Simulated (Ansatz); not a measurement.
Ge2Sb2Te5:

```
Te Sb Ge
1.0
     4.29406    0.00000    0.00000
    -2.14703    3.71877    0.00000
     0.00000    0.00000   17.10135
Te Sb Ge
5 2 2
Direct
  0.66667 0.33333 0.41989
  0.33333 0.66667 0.58011
  0.33333 0.66667 0.20154
  0.66667 0.33333 0.79846
  0.00000 0.00000 0.00000
  0.00000 0.00000 0.32007
  0.00000 0.00000 0.67993
  0.66667 0.33333 0.10290
  0.33333 0.66667 0.89711
```

The cell comes from a database or a generator and needn't be the stable form of this composition.

Base run:

| Item | Value |
| --- | --- |
| Program | Ansatz 0.2.0 |
| Functional | PBEsol |
| Potentials or basis | Ansatz PAW |
| Cutoff | 420 eV (not typed: the program's choice for these potentials) |
| k mesh | 7 × 7 × 2 |
| Occupations | fermi-dirac, width 0.05 eV |
| Spin | no spin polarisation |

Its results: band gap on the k mesh 0.28 eV, direct; pressure -2.2 GPa; largest force 0.132 eV/Å.

Task: The run is repeated on the same cell with these changes: functional from PBEsol to r2SCAN; cutoff from 420 eV (not typed: the program's choice for these potentials) to 500 eV (not typed: the program's choice for these potentials). What comes out?

Result: Band gap on the k mesh 0.22 eV, direct; pressure -0.5 GPa; largest force 0.266 eV/Å.

Caveats: spin-orbit coupling is left out, which moves the levels of the heavy elements; the PAW data sets come from PBE, with cores solved anew for the run's functional, which leaves a small shift of forces and pressure.
